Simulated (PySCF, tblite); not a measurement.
# C₄H₅N₄ radical: geometry, infrared bands and EPR parameters

What infrared bands and EPR parameters should C₄H₅N₄ radical (`[CH2]/N=C\c1nnc[nH]1`) show?

Programs: tblite 0.8.0 and PySCF 2.14.0, with density-fitted response routines of our own. Each step states its level of theory. These are calculated values for one molecule in the gas phase, unless marked as measured. Atoms count from 0, in the outputs and in this text.

## 1. Starting geometry

13 atoms, charge 0, multiplicity 2; geometry from: force field or distance geometry start.

Bonds of the start (Å): C0–N1 1.47, N1–C2 1.27, C2–C3 1.46, C3–N4 1.33, N4–N5 1.31, N5–C6 1.34, C6–N7 1.36, N7–C3 1.35, C0–H8 1.12, C0–H9 1.09, C2–H10 1.08, C6–H11 1.09, N7–H12 1.03.

## 2. Geometry optimisation with GFN2-xTB

The job: settings as JSON, then the geometry in Å.

```
{"job": {"kind": "relax", "xc": "GFN2-xTB", "basis": "xTB"}, "charge": 0, "multiplicity": 2}
C      1.930900    -0.554600     0.590300
N      1.974500     0.746000    -0.098500
C      0.877300     1.147200    -0.605700
C     -0.344100     0.352500    -0.511700
N     -0.807100    -0.451200    -1.470200
N     -1.909200    -1.004400    -1.016600
C     -2.121100    -0.557000     0.228200
N     -1.133800     0.306600     0.586000
H      1.963100    -1.389000    -0.161700
H      2.788000    -0.605600     1.257100
H      0.808500     2.092000    -1.133000
H     -2.974500    -0.878700     0.827600
H     -1.056700     0.796800     1.490500
```

Command:

```console
$ OMP_NUM_THREADS=1 python probes_run.py task.json out
```

One launch serves the whole session: the jobs run in the order shown.

**Question.** This job is followed by: GFN2-xTB harmonic vibrations, gas phase; UKS B3LYP, pcH-1 on C H N, non-relativistic, mean-field spin-orbit, GIAO. What will the session give for the following? strongest single infrared mode (GFN2-xTB); zero-point energy (GFN2-xTB); g(iso) (B3LYP); ⟨S²⟩; largest a(iso) (averaged by class); potential on the surface of density 0.002 e/bohr³, 1st and 99th percentile.

The runs gave:

```
                                                                  quantity                 value
                                 strongest single infrared mode (GFN2-xTB)  1617 cm⁻¹, 71 km/mol
                                              zero-point energy (GFN2-xTB)         57.8 kcal/mol
                                                            g(iso) (B3LYP)               2.00260
                                                                      ⟨S²⟩    0.768 (exact 0.75)
                                        largest a(iso) (averaged by class)   13C on C0, 52.2 MHz
potential on the surface of density 0.002 e/bohr³, 1st and 99th percentile    -2.07 V and 2.70 V
```

What this shows: The optimisation took 87 steps and gained 1.438 eV; among the close pairs (by a distance rule), C0–N1 changed most, from 1.472 to 1.275 Å. All 33 modes are real, so the xTB geometry is a minimum. The strongest single mode, at 1617 cm⁻¹, moves mainly N1 and C0. GFN2-xTB is a fitted tight-binding method: band positions and strengths are rough. Its intensities can rank the bands wrongly. The largest spin populations lie on C2 (0.49 e), C0 (0.41 e). The isotropic g lies 0.3 ppt above the free-electron value. The conformer search found further structures of the same energy, which may be mirror or relabelled copies of this one.
